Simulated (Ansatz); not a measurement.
# AsSi: the cost of one run

Program: Ansatz 0.2.0, Gaussian basis. Level of theory: def2-QZVPP, all electrons in the functionals, frozen cores in the correlation of double hybrids and RPA. These are calculated values, not measurements.

Plan: wB97M-V, B2PLYP, at charge 0, quartet; charge 0, doublet; charge 0, sextet; charge 1, triplet; charge 1, quintet.

10 further runs of the same task are left out: 10 set aside as unsound or not needed.

### Step 1. The geometry

The geometry is a PBE0/def2-TZVP stationary point (not a proven minimum). No spin-orbit coupling is included. The filled d shell of As may be among the frozen orbitals whatever the setting's name suggests; the logs give the count.

2 atoms, charge 0, spin multiplicity 4.

Atoms are counted from 1 here; the program's logs count them from 0.

Bond lengths: Si1–As2 2.454 Å.

No dispersion term is added; wB97M-V holds VV10 nonlocal correlation.

The geometry shown and the zero of energy belong to the point charge 0, quartet. The yardstick, RCCSD(T), and other wave-function levels (R restricted, U unrestricted, valence and pair active spaces) come from earlier runs.

### Step 2. wB97M-V, charge 0, quartet

in.yaml

```yaml
crystal:
  periodic: [false, false, false]
  atoms:
    - {symbol: Si, position_ang: [0.000000, 0.000000, 0.000000]}
    - {symbol: As, position_ang: [0.000000, 0.000000, 2.453600]}
basis:
  gaussian: {orbitals: "def2-QZVPP.json"}
magnetization: {spin_polarized: true, initial_magnetization: 3}
hamiltonian: {xc: {name: wB97M-V}}
output: {orbitals: {seedname: orbitals}}
```

Command:

```bash
$ ansatz run in.yaml --threads 1 --pin off --events-out ev --progress --plain --max-ram 2393MiB
```

Q: Estimate wall time and peak memory on 1 thread of Arm Neoverse V1, shared host.

About 51 s, with a peak of 0.65 GiB.
